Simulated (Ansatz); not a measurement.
Consider a ladder of basis sets of CH3CuO, SMILES C[O][Cu] (Ansatz 0.2.0 through its Python package).

`ch3cuo.py`:
```python
"""Basis-set convergence for CH3CuO."""

import ansatz as az

molecule = (
    az.Crystal.molecule()
    .atom("C", (0.5414, -0.2026, -0.0064))
    .atom("O", (-0.1784, 0.9442, -0.5449))
    .atom("Cu", (-2.407, 0.5275, 0.1638))
    .atom("H", (0.1327, -1.0767, -0.4435))
    .atom("H", (1.571, -0.1067, -0.2996))
    .atom("H", (0.3824, -0.1497, 1.0843))
)

calculation = (
    molecule.calculation()
    .functional("b3lyp", dispersion="d3bj")
)

energies = {}
for basis in ["STO-3G", "6-31G", "6-31G*", "def2-SVP", "def2-SVPD", "def2-TZVP", "def2-TZVPP"]:
    report = calculation.basis(gaussian=basis).run(threads=1, backend="cpu").report
    size = report["n_frozen"] + report["n_occupied"][0] + report["n_virtual"][0]
    energies[basis] = (report["reference_energy_ev"] / 27.211386246, report["free_energy_ev"] / 27.211386246)
    print(f"{basis:14s} {size:4d} orbitals  reference {energies[basis][0]:14.6f} Ha  total {energies[basis][1]:14.6f} Ha")

last = energies["def2-TZVPP"][1]
for basis, (_, total) in energies.items():
    print(f"{basis:14s} lies {27.211386 * (total - last):9.4f} eV above def2-TZVPP")
```

How far does the total energy move along this ladder of basis sets?

Against STO-3G: 6-31G -20200.0 mHa, 6-31G* -20228.3 mHa, def2-SVP -20254.5 mHa, def2-SVPD -20281.5 mHa, def2-TZVP -20650.1 mHa and def2-TZVPP -20652.8 mHa. The last step alone is -2.67 mHa (these two sets differ little on atoms other than hydrogen). From the first set to the last the time grows from 21.2 to 5.3 s.

The output:

```console
$ python ch3cuo.py
STO-3G           31 orbitals  reference   -1735.027757 Ha  total   -1735.033812 Ha
6-31G            53 orbitals  reference   -1755.227720 Ha  total   -1755.233775 Ha
6-31G*           72 orbitals  reference   -1755.256063 Ha  total   -1755.262118 Ha
def2-SVP         74 orbitals  reference   -1755.282232 Ha  total   -1755.288287 Ha
def2-SVPD       101 orbitals  reference   -1755.309223 Ha  total   -1755.315278 Ha
def2-TZVP       125 orbitals  reference   -1755.677899 Ha  total   -1755.683954 Ha
def2-TZVPP      168 orbitals  reference   -1755.680573 Ha  total   -1755.686628 Ha
STO-3G         lies  561.9917 eV above def2-TZVPP
6-31G          lies   12.3227 eV above def2-TZVPP
6-31G*         lies   11.5515 eV above def2-TZVPP
def2-SVP       lies   10.8394 eV above def2-TZVPP
def2-SVPD      lies   10.1049 eV above def2-TZVPP
def2-TZVP      lies    0.0728 eV above def2-TZVPP
def2-TZVPP     lies    0.0000 eV above def2-TZVPP
```

What to keep in mind:
- The drop along the ladder measures the basis error, and is no property of the molecule.
- The geometry is a force-field or estimated start, not a minimum of this method, and the last set is no limit. Much of the fall in a total is atomic energy, which cancels in bond and reaction energies.
- Total less reference energy is the dispersion correction.
- b3lyp holds the VWN-RPA fit, as in Gaussian; the form of ORCA and Turbomole is b3lyp5.
- Totals across families of basis sets mostly measure their core functions.
- Run time: 42 s on 1 thread of Arm Neoverse V2, on a shared host, peak memory 0.38 GiB.
